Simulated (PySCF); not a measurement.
**A diatomic session: BeO**

An exercise on one series of results from a longer session: the logs are not shown, and one member is left open.

Method: Be 6-31G(d,p), O 6-31G(d,p), no relativity; program: PySCF 2.14.0.

Set-up of the first run:

Settings of the job:

```yaml
atoms: Be, O
charge: 0
basis: Be 6-31G(d,p), O 6-31G(d,p)
Hamiltonian: no relativity
basis_functions: 28
electrons_treated: 12
masses_in_u: 9.0122, 15.9949
levels: PBE0, PBE, r²SCAN, r²SCANh, PW91, PBEsol, ωB97X, HF, MP2, SCS-MP2, CCSD, CCSD(T)
grid: 80 radial by 434 angular points
occupations: held fixed by the projection of orbital angular momentum
dissociation_limit: Be + O, each in its ground configuration
starting_distance_in_angstrom: 1.560
values_of_2S_to_try: 0, 2
```

On the command line:

```bash
OMP_NUM_THREADS=1 python dia.py task.json out
```

Among the steps run: Input; PBE0 along the bond; Other states along the same grid; PBE; r²SCAN (meta-GGA); r²SCANh (hybrid meta-GGA); PW91 (GGA); PBEsol; ωB97X; RHF (mean field); MP2 and coupled cluster.

One of the session's tables, all rows but one given; the rest of the session is left out.

Energy (eV) from each level's lowest point:

```
R (Å)    RHF  RHF-MP2  RHF-SCS-MP2  RHF-CCSD  RHF-CCSD(T)
1.142  1.025    1.519        1.464       n/a          n/a
1.195  0.393    0.760        0.718     0.633        0.719
1.248      ?        ?            ?         ?            ?
1.288  0.000    0.111        0.091     0.056        0.089
1.328  0.030    0.017        0.006     0.000        0.005
1.368  0.144    0.000        0.000     0.027        0.000
1.421  0.397    0.069        0.083     0.162        0.087
1.487  0.823    0.259        0.290     0.446        0.301
1.567  1.422    0.593        0.641     0.888        0.660
1.673  2.227    1.299        1.322       n/a          n/a
```

Q: Estimate the row for R (Å) = 1.248 from the others.

Worked estimate for «RHF». A straight line through the neighbours (1.195, 0.393) and (1.288, 0.000) gives 0.393 + (0.000 − 0.393) × (1.248 − 1.195) / (1.288 − 1.195) = 0.169; a parabola fitted to 4 rows on both sides gives 0.066.

The run gave: RHF: 0.077; RHF-MP2: 0.304; RHF-SCS-MP2: 0.274; RHF-CCSD: 0.215; RHF-CCSD(T): 0.273. In «RHF» the line misses by +0.092 and the parabola by -0.011.

State 2 has its PBE0 minimum 0.62 eV higher. State 4 has its PBE0 minimum 1.87 eV higher. The other levels ran on the lowest alone.
